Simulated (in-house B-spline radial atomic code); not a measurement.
**Ni⁶⁺: excited configurations**

Wanted: excitation energies of Ni⁶⁺ as differences of total energies (ΔSCF).

Program: in-house B-spline radial atomic code version 1. Level of theory: Dirac-Hartree-Fock, average of configuration, Fermi nucleus, basis-set limit. These are calculated values, not measurements, unless marked.

## 1. Starting point

| Property | Result |
| --- | --- |
| element | nickel (Z = 28) |
| charge | +6 |
| electrons | 22 |
| configuration | [Ar] 3d4 |
| Hamiltonian | Dirac-Coulomb |
| nucleus | Fermi, rms radius 3.776 fm |

The outer shells:

[Ar] 3d4
```
[Ar] core
3d [↑ ][↑ ][↑ ][↑ ][  ]
```

The boxes draw the filling by Hund's rule, which heavy ions in jj coupling don't follow; these runs average over all states of the configuration.

Input settings:

```ini
Z = 28
electrons = 22.0
configuration = [Ar] 3d4
hamiltonian = dirac
method = hf
spin_polarised = False
nucleus = fermi
rms_radius = 3.7757
mass_number = 58
atomic_mass = 57.93534165
speed_of_light = 137.035999084
```

From the earlier run of the reference: total energy -1508.496305 hartree. Levels, eight at most:

```tsv
orbital	occupation	energy (eV)	<r> (bohr)
2s1/2	2	-1176.21	0.2433
2p1/2	2	-1036.90	0.2126
2p3/2	4	-1019.19	0.2157
3s1/2	2	-249.77	0.7095
3p1/2	2	-203.07	0.7262
3p3/2	4	-200.45	0.7335
3d3/2	1.6	-132.66	0.7531
3d5/2	2.4	-132.32	0.7555
```

## 2. [Ar] 3d3 6s1

Input settings:

```ini
Z = 28
electrons = 22.0
configuration = [Ar] 3d3 6s1
hamiltonian = dirac
method = hf
spin_polarised = False
nucleus = fermi
rms_radius = 3.7757
mass_number = 58
atomic_mass = 57.93534165
speed_of_light = 137.035999084
```

## 3. Run with [Ne] 3s2 3p5 3d4 5p1

Settings: those of step 2 with these lines changed.

```diff
@@ -2,3 +2,3 @@
 electrons = 22.0
-configuration = [Ar] 3d3 6s1
+configuration = [Ne] 3s2 3p5 3d4 5p1
 hamiltonian = dirac
```

## 4. Configuration [Ar] 3d3 5d1

Settings: those of step 3 with these lines changed.

```diff
@@ -2,3 +2,3 @@
 electrons = 22.0
-configuration = [Ne] 3s2 3p5 3d4 5p1
+configuration = [Ar] 3d3 5d1
 hamiltonian = dirac
```

## 5. Run with [Ne] 3s2 3p5 3d4 7p1

Settings: those of step 4 with these lines changed.

```diff
@@ -2,3 +2,3 @@
 electrons = 22.0
-configuration = [Ar] 3d3 5d1
+configuration = [Ne] 3s2 3p5 3d4 7p1
 hamiltonian = dirac
```

## 6. Run with [Ar] 3d3 7p1

Settings: those of step 5 with these lines changed.

```diff
@@ -2,3 +2,3 @@
 electrons = 22.0
-configuration = [Ne] 3s2 3p5 3d4 7p1
+configuration = [Ar] 3d3 7p1
 hamiltonian = dirac
```

## 7. Configuration [Ar] 3d3 5g1

Settings: those of step 6 with these lines changed.

```diff
@@ -2,3 +2,3 @@
 electrons = 22.0
-configuration = [Ar] 3d3 7p1
+configuration = [Ar] 3d3 5g1
 hamiltonian = dirac
```

## 8. [Ar] 3d3 7f1

Settings: those of step 7 with these lines changed.

```diff
@@ -2,3 +2,3 @@
 electrons = 22.0
-configuration = [Ar] 3d3 5g1
+configuration = [Ar] 3d3 7f1
 hamiltonian = dirac
```

## 9. [Ne] 3s2 3p5 3d5

Settings: those of step 8 with these lines changed.

```diff
@@ -2,3 +2,3 @@
 electrons = 22.0
-configuration = [Ar] 3d3 7f1
+configuration = [Ne] 3s2 3p5 3d5
 hamiltonian = dirac
```

Q: How far above the reference does each configuration lie (order and size, in eV)?

**Answer**, as computed:

| net move | configuration | energy above the reference (eV) | with Breit, QED, recoil (eV) | largest <r> (bohr) |
| --- | --- | --- | --- | --- |
| 3p → 3d | [Ne] 3s2 3p5 3d5 | 69.655 | 69.553 | 0.757 |
| 3d → 5d | [Ar] 3d3 5d1 | 96.832 | 96.845 | 3.88 |
| 3d → 6s | [Ar] 3d3 6s1 | 101.67 | 101.69 | 5.01 |
| 3d → 5g | [Ar] 3d3 5g1 | 103.65 | 103.66 | 3.92 |
| 3d → 7p | [Ar] 3d3 7p1 | 112.12 | 112.13 | 7.74 |
| 3d → 7f | [Ar] 3d3 7f1 | 116.41 | 116.42 | 9.37 |
| 3p → 5p | [Ne] 3s2 3p5 3d4 5p1 | 158.15 | 158.06 | 3.40 |
| 3p → 7p | [Ne] 3s2 3p5 3d4 7p1 | 180.93 | 180.84 | 7.74 |

Quantum defects of the promoted electron, δ = n − ζ/√(−2ε) with ζ = 7 and ε its orbital energy in hartree:

| promotion | δ |
| --- | --- |
| 3d → 5d | 0.540 |
| 3d → 6s | 1.178 |
| 3d → 5g | 0.002 |
| 3d → 7p | 0.950 |
| 3d → 7f | 0.081 |
| 3p → 5p | 0.967 |
| 3p → 7p | 0.949 |

**Reading.** The energies run from 69.655 eV (3p → 3d) to 180.93 eV (3p → 7p). 2 of them lie more than 2 % above the ionisation threshold that Koopmans' theorem gives (132.32 eV), where such states can decay by emitting an electron. Of those tabulated, the defect is largest for 6s (1.18) and least for 5g (0.00): low angular momentum penetrates the core, high angular momentum stays outside it. Two partly filled shells share a symmetry and can mix in the average, which may lower the energy, for: 3d → 5d; 3p → 5p; 3p → 7p. These are averages over configurations, without correlation, not spectroscopic levels.
